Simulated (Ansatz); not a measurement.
# NaB: from a guess to a relaxed structure

The task: take a trial cell of NaB to zero force and stress, then test the end with a random kick.

Program: Ansatz 0.2.0. Level of theory: DFT PBE, scalar-relativistic, plane waves, PAW. These are calculated values, not measurements.

## (1) Starting point

The structure is cubic, space group Pm-3m (No. 221). Conventional cell: a = 3.605 Å, b = 3.605 Å, c = 3.605 Å, α = 90.00°, β = 90.00°, γ = 90.00°. Around Na (site symmetry m-3m) lie 8 B at 3.12 Å. Around B (site symmetry m-3m) lie 8 Na at 3.12 Å.

Coordinates:

```cif
data_structure
_symmetry_space_group_name_H-M 'Pm-3m'
_symmetry_Int_Tables_number 221
_cell_length_a 3.6054
_cell_length_b 3.6054
_cell_length_c 3.6054
_cell_angle_alpha 90.000
_cell_angle_beta 90.000
_cell_angle_gamma 90.000
_cell_volume 46.87
loop_
_atom_site_label
_atom_site_type_symbol
_atom_site_symmetry_multiplicity
_atom_site_Wyckoff_symbol
_atom_site_fract_x
_atom_site_fract_y
_atom_site_fract_z
_atom_site_occupancy
Na1 Na 1 b 0.50000 0.50000 0.50000 1
B1 B 1 a 0.00000 0.00000 0.00000 1
```

The cell is invented: random cell by space group and Wyckoff sites (Pm-3m, No. 221). Its size is a rough estimate.

## (2) A first look at the guess

input.yaml reads:

```yaml
crystal:
  lattice:
    - [3.60538034, 0.0, 0.0]
    - [0.0, 3.60538034, 0.0]
    - [0.0, 0.0, 3.60538034]
  atoms:
    - { symbol: Na, position: [0.5, 0.5, 0.5] }
    - { symbol: B, position: [0.0, 0.0, 0.0] }
basis:
  ecutwfc: 420
kpoints:
  mp_grid: { grid: [6, 6, 6] }
hamiltonian:
  xc: pbe
scf:
  occupations: { method: gaussian, width: 0.1 }
  lower_state_search: "off"
output:
  forces: true
  stress: true
  eigenvalues: true
```

Started as:

```
$ ansatz run input.yaml --threads 1 --pin off --max-ram 2560MiB --backend cpu --events-out ev --progress --plain --runs-dir out
```

The session goes on with these runs: a loose first relaxation; relaxation on the finer mesh; kick test: the unmoved cell on a coarse mesh; random kick, then relaxation; the kicked end on a coarse mesh; coarse relaxation (after the kick); final relaxation (after the kick).

**Question.** What will these runs give? Wanted: conventional cell; volume; energy over the elements; gap on the mesh; after the kick; energy gained by the kick.

The runs gave:

```
                                    quantity                                                                      value
symmetry at the first end (tolerance 0.05 Å)                                                space group Pm-3m (No. 221)
                           conventional cell  a = 3.139 Å, b = 3.139 Å, c = 3.139 Å, α = 90.00°, β = 90.00°, γ = 90.00°
                                      volume                                                              15.47 Å³/atom
                    energy over the elements                                                              +1.60 eV/atom
                             gap on the mesh                                                               none (metal)
                              after the kick     space group P2/m (No. 10), 17.22 Å³/atom, gap on the mesh none (metal)
                   energy gained by the kick                                                               946 meV/atom
```

**Reading.** The space group Pm-3m (No. 221) is kept, and the volume per atom shrinks by 34.0 % from the first guess. With a positive formation energy it can't be a ground state. The kick led to a structure 946 meV/atom lower, so the first end was a saddle point or a shallow minimum held by symmetry.
